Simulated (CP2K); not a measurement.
# A workflow on SnCl3 (SMILES [Cl][Sn]([Cl])[Cl])

We compute a structure relaxation (doublet SnCl3, PM6), then energy and forces (singlet [SnCl3]+, PM6), then a structure relaxation (singlet [SnCl3]+, PM6), then energy and gradient (doublet SnCl3, PM6) of Cl3Sn. 

The results are computed with CP2K 2026.2.

3 further runs of the same task are left out: 2 that didn't finish, 1 set aside as unsound or not needed.

**1. The structure to begin with**

SnCl3: 4 atoms, total charge 0, spin state doublet. SMILES: `[Cl][Sn]([Cl])[Cl]`. The shape is that of a PBE0-D4/def2-TZVP optimisation. The run starts from this shape.

Bond lengths: Cl1–Sn2 2.331 Å, Sn2–Cl3 2.330 Å, Sn2–Cl4 2.330 Å. Angles: Cl1–Sn2–Cl3 107.6°, Cl1–Sn2–Cl4 107.6°, Cl3–Sn2–Cl4 107.6°.

**2. A structure relaxation at PM6 (run 1)**

molecule.xyz reads:

```xyz
4

Cl     0.676200     0.523900     2.003400
Sn    -0.589300    -0.121200     0.155700
Cl     0.394200    -2.034200    -0.741100
Cl    -0.425500     1.571000    -1.438200
```

mol.inp reads:

```
&GLOBAL
  PROJECT mol
  RUN_TYPE GEO_OPT
  PRINT_LEVEL LOW
&END GLOBAL

&FORCE_EVAL
  METHOD QUICKSTEP
  &DFT
    CHARGE 0
    MULTIPLICITY 2
    UKS T
    &QS
      METHOD PM6
      EPS_DEFAULT 1.0E-10
      &SE
        &COULOMB
          CUTOFF [angstrom] 50
          RC_RANGE [angstrom] 0
        &END COULOMB
        &EXCHANGE
          CUTOFF [angstrom] 50
          RC_RANGE [angstrom] 0
        &END EXCHANGE
      &END SE
    &END QS
    &POISSON
      PERIODIC NONE
      POISSON_SOLVER ANALYTIC
    &END POISSON
    &SCF
      SCF_GUESS ATOMIC
      EPS_SCF 1.0E-07
      MAX_SCF 80
      &DIAGONALIZATION
        ALGORITHM STANDARD
      &END DIAGONALIZATION
      &MIXING
        METHOD DIRECT_P_MIXING
        ALPHA 0.4
      &END MIXING
    &END SCF
    &PRINT
      &MOMENTS
        PERIODIC F
        REFERENCE COM
        MAX_MOMENT 1
      &END MOMENTS
      &MULLIKEN OFF
      &END MULLIKEN
      &HIRSHFELD OFF
      &END HIRSHFELD
    &END PRINT
  &END DFT
  &SUBSYS
    &CELL
      ABC [angstrom] 9.3 11.6 11.4
      PERIODIC NONE
    &END CELL
    &TOPOLOGY
      COORD_FILE_NAME molecule.xyz
      COORD_FILE_FORMAT XYZ
      &CENTER_COORDINATES
      &END CENTER_COORDINATES
    &END TOPOLOGY
  &END SUBSYS
&END FORCE_EVAL

&MOTION
  &GEO_OPT
    OPTIMIZER BFGS
    MAX_ITER 100
    MAX_FORCE 4.5E-04
    RMS_FORCE 3.0E-04
  &END GEO_OPT
  &PRINT
    &TRAJECTORY
      &EACH
        GEO_OPT 1
      &END EACH
    &END TRAJECTORY
    &FORCES ON
      &EACH
        GEO_OPT 1
      &END EACH
    &END FORCES
    &RESTART OFF
    &END RESTART
    &RESTART_HISTORY OFF
    &END RESTART_HISTORY
  &END PRINT
&END MOTION
```

Started as:

```console
$ OMP_NUM_THREADS=1 cp2k.psmp -i mol.inp > mol.out 2>&1
```

The program printed:

```text
CP2K| version string:                                       CP2K version 2026.2
[...]
 GLOBAL| Method name                                                        CP2K
[...]
 GLOBAL| Run type                                                        GEO_OPT
[...]
                             - Atoms:                                          4
[...]
                             - Spherical basis functions:                     31
[...]
 Number of electrons:                                                         13
[...]
     1 P_Mix/Diag. 0.40E+00    0.0     0.49377791       -28.9124560407 -2.89E+01
[...]
  *** SCF run converged in    20 steps ***
[...]
 ENERGY| Total FORCE_EVAL ( QS ) energy [hartree]            -30.862486352913677
[...]
 OPT| Step number                                                              0
[...]
 OPT| Total energy [hartree]                                      -30.8624863529
[...]
 OPT| Step number                                                              3
[...]
 OPT| Total energy [hartree]                                      -30.8637371556
[...]
 OPT| Step number                                                              4
[...]
 OPT| Total energy [hartree]                                      -30.8637372052
[...]
 ***                    GEOMETRY OPTIMIZATION COMPLETED                      ***
[...]
    14 DIIS/Diag.  0.43E-07    0.0     0.00000005       -30.8637372052 -2.06E-13
  *** SCF run converged in    14 steps ***
  Core-core repulsion energy [eV]:                            965.46700766438653
  Core Hamiltonian energy [eV]:                             -1343.09463257311199
  Two-electron integral energy [eV]:                         -924.43475085845739
  Electronic energy [eV]:                                   -1805.31200800234069
  Total energy [eV]:                                         -839.84500033795405
  Atomic reference energy [eV]:                               836.96980542491940
  Heat of formation [kcal/mol]:                               -66.30357507128971
[...]
 SE_DIPOLE| Moment [Debye]          2.44074773       0.42916232      -0.65072258
 SE_DIPOLE| Derivative [a.u.]       0.00000000       0.00000000       0.00000000
 ENERGY| Total FORCE_EVAL ( QS ) energy [hartree]            -30.863737205177173
[...]
```

It took 0.81 s on 1 thread of Arm Neoverse N1, shared host; peak memory 0.14 GiB.

Step by step:

```tsv
step	energy from the first frame kept (eV)	largest force (eV/Å)
1	0.0000	0.1507
2	-0.0179	0.0775
3	-0.0201	0.0025
4	-0.0201	0.0008
5	-0.0201	0.0008
```

After the run. Bond lengths: Cl1–Sn2 2.327 Å, Sn2–Cl3 2.327 Å, Sn2–Cl4 2.327 Å. Angles: Cl1–Sn2–Cl3 112.1°, Cl1–Sn2–Cl4 112.1°, Cl3–Sn2–Cl4 112.1°.

**3. The singlet cation: energy and forces at PM6 (run 2)**

molecule.xyz reads:

```xyz
4

Cl     5.252728     6.561233     7.485914
Sn     4.143442     5.932603     5.539523
Cl     4.963384     3.936310     4.669670
Cl     4.122247     7.635754     3.954292
```

calc.inp reads:

```
&GLOBAL
 PROJECT_NAME calc
 RUN_TYPE ENERGY_FORCE
 PRINT_LEVEL MEDIUM
&END GLOBAL

&FORCE_EVAL
 METHOD QS
 &DFT
  CHARGE 1
  &QS
   METHOD PM6
   EPS_DEFAULT 1.0E-10
   &SE
    &COULOMB
     CUTOFF [angstrom] 50
     RC_RANGE [angstrom] 0
    &END COULOMB
    &EXCHANGE
     CUTOFF [angstrom] 50
     RC_RANGE [angstrom] 0
    &END EXCHANGE
   &END SE
  &END QS
  &POISSON
   PERIODIC NONE
   POISSON_SOLVER ANALYTIC
  &END POISSON
  &SCF
   SCF_GUESS ATOMIC
   EPS_SCF 1.0E-07
   MAX_SCF 150
   ADDED_MOS 4
   &DIAGONALIZATION
    ALGORITHM STANDARD
   &END DIAGONALIZATION
   &MIXING
    METHOD DIRECT_P_MIXING
    ALPHA 0.4
   &END MIXING
  &END SCF
  &PRINT
   &MOMENTS
    PERIODIC F
    REFERENCE COM
    MAX_MOMENT 1
   &END MOMENTS
   &MO ON
    ENERGIES T
    OCCUPATION_NUMBERS T
    NDIGITS 6
    &EACH
     QS_SCF 0
    &END EACH
    ADD_LAST NUMERIC
   &END MO
   &HIRSHFELD OFF
   &END HIRSHFELD
  &END PRINT
 &END DFT
 &SUBSYS
  &CELL
   ABC 9.1 11.7 11.5
   PERIODIC NONE
  &END CELL
  &TOPOLOGY
   COORD_FILE_NAME molecule.xyz
   COORD_FILE_FORMAT XYZ
   &CENTER_COORDINATES
   &END CENTER_COORDINATES
  &END TOPOLOGY
 &END SUBSYS
 &PRINT
  &FORCES ON
  &END FORCES
 &END PRINT
&END FORCE_EVAL
```

Started as:

```console
$ OMP_NUM_THREADS=1 cp2k.psmp -i calc.inp > calc.out 2>&1
```

The program printed:

```text
CP2K| version string:                                       CP2K version 2026.2
[...]
 GLOBAL| Method name                                                        CP2K
[...]
 GLOBAL| Run type                                                   ENERGY_FORCE
[...]
                             - Atoms:                                          4
[...]
                             - Spherical basis functions:                     31
[...]
 Number of electrons:                                                         24
[...]
     1 P_Mix/Diag. 0.40E+00    0.0     0.87722765       -30.1144760315 -3.01E+01
[...]
    17 DIIS/Diag.  0.41E-07    0.0     0.00000008       -30.5297072440 -2.45E-13
  *** SCF run converged in    17 steps ***
  Core-core repulsion energy [eV]:                            965.46699479367715
  Core Hamiltonian energy [eV]:                             -1301.83990718367454
  Two-electron integral energy [eV]:                         -988.76534090834957
  Electronic energy [eV]:                                   -1796.22257763784955
  Total energy [eV]:                                         -830.75558284417218
  Atomic reference energy [eV]:                               836.96980542491940
  Heat of formation [kcal/mol]:                               143.30338841528635
[...]
 SE_DIPOLE| Moment [Debye]          3.46697944       0.60961507      -0.92431310
 SE_DIPOLE| Derivative [a.u.]       0.00000000       0.00000000       0.00000000
 ENERGY| Total FORCE_EVAL ( QS ) energy [hartree]            -30.529707243978010
 FORCES| Atomic forces [hartree/bohr]
 FORCES|   Atom     x               y               z               |f|
 FORCES|      1 -1.78922835E-02 -6.91759572E-03 -1.47321471E-02   2.41872508E-02
 FORCES|      2  4.13272999E-02  7.26620524E-03 -1.10182389E-02   4.33836956E-02
 FORCES|      3 -1.53757473E-02  1.59152690E-02  9.76417326E-03   2.41877752E-02
 FORCES|      4 -8.05926907E-03 -1.62638785E-02  1.59862127E-02   2.41872809E-02
 FORCES| Sum    -1.11022302E-16  3.33066907E-16  3.05311332E-16
 FORCES| Total atomic force                                       4.65268230E-16
[...]
```

It took 0.49 s on 1 thread of Arm Neoverse N1, shared host; peak memory 0.14 GiB.

**4. The singlet cation: a structure relaxation at PM6 (run 3)**

molecule.xyz is that of step 3.

mol.inp reads:

```
&GLOBAL
    PROJECT mol
    RUN_TYPE GEO_OPT
    PRINT_LEVEL LOW
&END

&FORCE_EVAL
    METHOD QUICKSTEP
    &DFT
        CHARGE 1
        MULTIPLICITY 1
        &QS
            METHOD PM6
            EPS_DEFAULT 1.0E-10
            &SE
                &COULOMB
                    CUTOFF [angstrom] 50
                    RC_RANGE [angstrom] 0
                &END
                &EXCHANGE
                    CUTOFF [angstrom] 50
                    RC_RANGE [angstrom] 0
                &END
            &END
        &END
        &POISSON
            PERIODIC NONE
            POISSON_SOLVER ANALYTIC
        &END
        &SCF
            SCF_GUESS ATOMIC
            EPS_SCF 1.0E-07
            MAX_SCF 150
            ADDED_MOS 4
            &DIAGONALIZATION
                ALGORITHM STANDARD
            &END
            &MIXING
                METHOD DIRECT_P_MIXING
                ALPHA 0.4
            &END
        &END
        &PRINT
            &MOMENTS
                PERIODIC F
                REFERENCE COM
                MAX_MOMENT 1
            &END
            &MULLIKEN OFF
            &END
            &HIRSHFELD OFF
            &END
        &END
    &END
    &SUBSYS
        &CELL
            ABC [angstrom] 9.1 11.7 11.5
            PERIODIC NONE
        &END
        &TOPOLOGY
            COORD_FILE_NAME molecule.xyz
            COORD_FILE_FORMAT XYZ
            &CENTER_COORDINATES
            &END
        &END
    &END
&END

&MOTION
    &GEO_OPT
        OPTIMIZER BFGS
        MAX_ITER 100
        MAX_FORCE 4.5E-04
        RMS_FORCE 3.0E-04
    &END
    &PRINT
        &TRAJECTORY
            &EACH
                GEO_OPT 1
            &END
        &END
        &FORCES ON
            &EACH
                GEO_OPT 1
            &END
        &END
        &RESTART OFF
        &END
        &RESTART_HISTORY OFF
        &END
    &END
&END
```

Started as:

```console
$ OMP_NUM_THREADS=1 cp2k.psmp mol.inp > mol.out
```

The program printed:

```text
CP2K| version string:                                       CP2K version 2026.2
[...]
 GLOBAL| Method name                                                        CP2K
[...]
 GLOBAL| Run type                                                        GEO_OPT
[...]
                             - Atoms:                                          4
[...]
                             - Spherical basis functions:                     31
[...]
 Number of electrons:                                                         24
[...]
     1 P_Mix/Diag. 0.40E+00    0.0     0.87722765       -30.1144760315 -3.01E+01
[...]
  *** SCF run converged in    17 steps ***
[...]
 ENERGY| Total FORCE_EVAL ( QS ) energy [hartree]            -30.529707243978010
[...]
 OPT| Step number                                                              0
[...]
 OPT| Total energy [hartree]                                      -30.5297072440
[...]
 OPT| Step number                                                              6
[...]
 OPT| Total energy [hartree]                                      -30.5520773934
[...]
 OPT| Step number                                                              7
[...]
 OPT| Total energy [hartree]                                      -30.5520775316
[...]
 ***                    GEOMETRY OPTIMIZATION COMPLETED                      ***
[...]
     9 DIIS/Diag.  0.25E-07    0.0     0.00000006       -30.5520775316 -4.97E-14
  *** SCF run converged in     9 steps ***
  Core-core repulsion energy [eV]:                            978.90487148343493
  Core Hamiltonian energy [eV]:                             -1303.39497787076652
  Two-electron integral energy [eV]:                        -1013.74840588018810
  Electronic energy [eV]:                                   -1810.26918081086069
  Total energy [eV]:                                         -831.36430932742564
  Atomic reference energy [eV]:                               836.96980542491940
  Heat of formation [kcal/mol]:                               129.26582111948295
[...]
 SE_DIPOLE| Moment [Debye]         -0.00018218      -0.00001982       0.00005187
 SE_DIPOLE| Derivative [a.u.]       0.00000000       0.00000000       0.00000000
 ENERGY| Total FORCE_EVAL ( QS ) energy [hartree]            -30.552077531592250
[...]
```

It took 0.75 s on 1 thread of Arm Neoverse N1, shared host; peak memory 0.14 GiB.

Step by step:

```tsv
step	energy from the first frame kept (eV)	largest force (eV/Å)
1	0.0000	0.6431
2	-0.1456	0.4724
3	-0.1959	0.4259
4	-0.2140	0.0923
5	-0.2156	0.0376
6	-0.2160	0.0060
7	-0.2160	0.0005
8	-0.2160	0.0005
```

After the run. Bond lengths: Cl1–Sn2 2.235 Å, Sn2–Cl3 2.235 Å, Sn2–Cl4 2.235 Å. Angles: Cl1–Sn2–Cl3 120.0°, Cl1–Sn2–Cl4 120.0°, Cl3–Sn2–Cl4 120.0°.

**5. Energy and gradient at PM6 (run 4)**

molecule.xyz reads:

```xyz
4

Cl     4.957504     6.598624     7.563894
Sn     4.482988     6.080446     5.442240
Cl     4.667378     3.966666     4.740083
Cl     3.823981     7.676036     4.022770
```

qs.inp reads:

```
&GLOBAL
 PROJECT_NAME qs
 RUN_TYPE ENERGY_FORCE
 PRINT_LEVEL MEDIUM
&END GLOBAL

&FORCE_EVAL
 METHOD QUICKSTEP
 &DFT
  MULTIPLICITY 2
  UNRESTRICTED_KOHN_SHAM T
  &QS
   METHOD PM6
   EPS_DEFAULT 1.0E-10
   &SE
    &COULOMB
     CUTOFF [angstrom] 50
     RC_RANGE [angstrom] 0
    &END COULOMB
    &EXCHANGE
     CUTOFF [angstrom] 50
     RC_RANGE [angstrom] 0
    &END EXCHANGE
   &END SE
  &END QS
  ! no periodic images
  &POISSON
   PERIODIC NONE
   POISSON_SOLVER ANALYTIC
  &END POISSON
  ! SCF settings
  &SCF
   SCF_GUESS ATOMIC
   EPS_SCF 1.0E-07
   MAX_SCF 80
   &DIAGONALIZATION
    ALGORITHM STANDARD
   &END DIAGONALIZATION
   &MIXING
    METHOD DIRECT_P_MIXING
    ALPHA 0.4
   &END MIXING
  &END SCF
  ! extra output
  &PRINT
   &MOMENTS
    PERIODIC F
    REFERENCE COM
    MAX_MOMENT 1
   &END MOMENTS
   &MO ON
    ENERGIES T
    OCCUPATION_NUMBERS T
    NDIGITS 6
    &EACH
     QS_SCF 0
    &END EACH
    ADD_LAST NUMERIC
   &END MO
   &HIRSHFELD OFF
   &END HIRSHFELD
  &END PRINT
 &END DFT
 &SUBSYS
  ! box in angstrom
  &CELL
   ABC 9.1 11.7 11.5
   PERIODIC NONE
  &END CELL
  &TOPOLOGY
   COORD_FILE_NAME molecule.xyz
   COORD_FILE_FORMAT XYZ
   &CENTER_COORDINATES
   &END CENTER_COORDINATES
  &END TOPOLOGY
 &END SUBSYS
 &PRINT
  &FORCES ON
  &END FORCES
 &END PRINT
&END FORCE_EVAL
```

Started as:

```console
$ OMP_NUM_THREADS=1 cp2k.psmp -i qs.inp > qs.out 2>&1
```

The program printed:

```text
CP2K| version string:                                       CP2K version 2026.2
[...]
 GLOBAL| Method name                                                        CP2K
[...]
 GLOBAL| Run type                                                   ENERGY_FORCE
[...]
                             - Atoms:                                          4
[...]
                             - Spherical basis functions:                     31
[...]
 Number of electrons:                                                         13
[...]
     1 P_Mix/Diag. 0.40E+00    0.0     0.49872332       -28.8335481182 -2.88E+01
[...]
    19 DIIS/Diag.  0.34E-07    0.0     0.00000009       -30.8509914317 -6.04E-14
  *** SCF run converged in    19 steps ***
  Core-core repulsion energy [eV]:                            978.90497357635763
  Core Hamiltonian energy [eV]:                             -1345.47630768660019
  Two-electron integral energy [eV]:                         -945.85367218767783
  Electronic energy [eV]:                                   -1818.40314378043900
  Total energy [eV]:                                         -839.49817020408136
  Atomic reference energy [eV]:                               836.96980542491940
  Heat of formation [kcal/mol]:                               -58.30548154588752
[...]
 SE_DIPOLE| Moment [Debye]         -0.00006563      -0.00000287       0.00001418
 SE_DIPOLE| Derivative [a.u.]       0.00000000       0.00000000       0.00000000
 ENERGY| Total FORCE_EVAL ( QS ) energy [hartree]            -30.850991431728072
 FORCES| Atomic forces [hartree/bohr]
 FORCES|   Atom     x               y               z               |f|
 FORCES|      1  5.70060741E-03  6.22552474E-03  2.54907065E-02   2.68520056E-02
 FORCES|      2  2.54895860E-06  5.49494001E-07 -8.11710483E-07   2.73093528E-06
 FORCES|      3  2.21488532E-03 -2.53960314E-02 -8.43591487E-03   2.68519792E-02
 FORCES|      4 -7.91804170E-03  1.91699572E-02 -1.70539800E-02   2.68518319E-02
 FORCES| Sum     2.77555756E-17  2.77555756E-16  0.00000000E+00
 FORCES| Total atomic force                                       2.78940083E-16
[...]
```

It took 0.51 s on 1 thread of Arm Neoverse N1, shared host; peak memory 0.14 GiB.

**6. What came out**

| quantity | value |
| --- | --- |
| run 1, PM6: total energy at the end | -30.86374 Eh |
| run 1, PM6: dipole moment | 2.56 D |
| run 1, PM6: heat of formation | -66.3 kcal/mol |
| singlet cation, run 2: total energy | -30.52971 Eh |
| singlet cation, run 2: HOMO energy | -16.61 eV |
| singlet cation, run 2: LUMO energy | -8.96 eV |
| singlet cation, run 2: HOMO–LUMO gap | 7.65 eV |
| singlet cation, run 2: heat of formation at this unrelaxed shape | 143.3 kcal/mol |
| singlet cation, run 2: largest force on an atom | 2.231 eV/Å |
| singlet cation, run 3: total energy at the end | -30.55208 Eh |
| singlet cation, run 3: heat of formation | 129.3 kcal/mol |
| run 4, PM6: total energy | -30.85099 Eh |
| run 4, PM6: dipole moment | 0.00 D |
| run 4, PM6: HOMO energy (highest over α and β) | -8.26 eV |
| run 4, PM6: heat of formation at this unrelaxed shape | -58.3 kcal/mol |
| run 4, PM6: largest force on an atom | 1.381 eV/Å |
| adiabatic ionisation energy (to the singlet cation, no zero-point term) | 8.481 eV |

The adiabatic ionisation energy (to the singlet cation, no zero-point term) is 8.48 eV (196 kcal/mol). The largest force (run 4, PM6) is 1.38 eV/Å: the shape isn't a stationary point for this species at this level. The optimisation (run 1, PM6) took 4 steps. The optimisation (singlet cation, run 3) took 7 steps.
